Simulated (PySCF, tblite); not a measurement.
**C₅H₁₁FGeO: geometry, infrared bands and NMR shifts**

Wanted: the infrared bands and NMR shifts of C₅H₁₁FGeO (`C/[C](=C\F)[GeH2][CH2]CO`), by calculation.

Computed with tblite 0.8.0 and PySCF 2.14.0, with density-fitted response routines of our own, on a single molecule in the gas phase. Atoms count from 0, in the outputs and in this text.

## 1. The starting structure

19 atoms, charge 0, multiplicity 1; geometry from: force field or distance geometry start.

Bonds of the start (Å): C0–C1 1.52, C1–C2 1.33, C2–F3 1.35, C1–Ge4 1.93, Ge4–C5 1.96, C5–C6 1.52, C6–O7 1.41, C0–H8 1.11, C0–H9 1.12, C0–H10 1.10, C2–H11 1.09, Ge4–H12 1.55, Ge4–H13 1.55, C5–H14 1.11, C5–H15 1.12, C6–H16 1.11, C6–H17 1.12, O7–H18 1.00.

## 2. Geometry optimisation with GFN2-xTB

The job: settings as JSON, then the geometry in Å.

```
{"job": {"kind": "relax", "xc": "GFN2-xTB", "basis": "xTB"}, "charge": 0, "multiplicity": 1}
C      1.911200    -1.308000     0.646700
C      1.439500    -0.096000    -0.131500
C      1.869700     0.111400    -1.372100
F      2.712900    -0.741200    -1.996800
Ge     0.227200     1.148400     0.708100
C     -1.437500     1.209900    -0.326100
C     -2.082500    -0.163700    -0.401400
O     -2.462300    -0.580900     0.886600
H      1.602200    -2.233800     0.116400
H      1.448000    -1.318900     1.666100
H      3.005000    -1.290000     0.750500
H      1.515500     0.984200    -1.922200
H     -0.087400     0.710200     2.163800
H      0.878400     2.557800     0.716700
H     -1.204400     1.573800    -1.347900
H     -2.130900     1.934200     0.165500
H     -2.978300    -0.101800    -1.050800
H     -1.369800    -0.901700    -0.840600
H     -2.866400    -1.484600     0.774000
```

Started as:

```console
> OMP_NUM_THREADS=1 python probes_run.py task.json out
```

The driver reads the jobs from task.json and runs them one after another.

**Question.** This job is followed by: GFN2-xTB harmonic vibrations, gas phase; GIAO PBE0/pcSseg-1 NMR shielding, non-relativistic, gas phase. Predict these results of the whole session: strongest single infrared mode (GFN2-xTB); zero-point energy (GFN2-xTB); ¹³C shifts against TMS (PBE0/pcSseg-1); ¹H shifts against TMS (PBE0/pcSseg-1, means over atoms taken as alike); ¹⁹F shifts against CFCl3 (PBE0/pcSseg-1); ⁷³Ge shifts against GeMe4 (PBE0/pcSseg-1); ¹⁷O shifts against H2O (PBE0/pcSseg-1); surface potential, 1st and 99th percentile.

**Answer**, as computed:

```
                                                              quantity                                   value
                             strongest single infrared mode (GFN2-xTB)                   1915 cm⁻¹, 391 km/mol
                                          zero-point energy (GFN2-xTB)                           90.4 kcal/mol
                                ¹³C shifts against TMS (PBE0/pcSseg-1)      157.8, 117.4, 61.7, 20.2, 15.4 ppm
¹H shifts against TMS (PBE0/pcSseg-1, means over atoms taken as alike)  6.57, 4.20, 4.06, 2.06, 1.42, 0.72 ppm
                              ¹⁹F shifts against CFCl3 (PBE0/pcSseg-1)                              -103.7 ppm
                             ⁷³Ge shifts against GeMe4 (PBE0/pcSseg-1)                                -153 ppm
                                ¹⁷O shifts against H2O (PBE0/pcSseg-1)                                45.6 ppm
                                 surface potential, 1st and 99th percentile                      -1.04 V and 2.14 V
```

What this shows: The optimisation took 164 steps and gained 0.360 eV; among the close pairs (by a distance rule), Ge4–H12 changed most, from 1.552 to 1.496 Å. No mode is imaginary among the 51: a minimum at this level. The strongest single mode, at 1915 cm⁻¹, moves mainly H13. Unscaled tight-binding wavenumbers are off by several per cent, some by more. Its intensities can rank the bands wrongly. H11 (hydrogen on an alkene CH) lies farthest downfield among hydrogen, at 6.57 ppm; olefinic region. At PBE0/pcSseg-1: Shielding is most anisotropic at F3 (span 245 ppm, paramagnetic term -197 ppm). Spin-orbit coupling is left out, which matters for shieldings and couplings at and beside the heavy atoms.
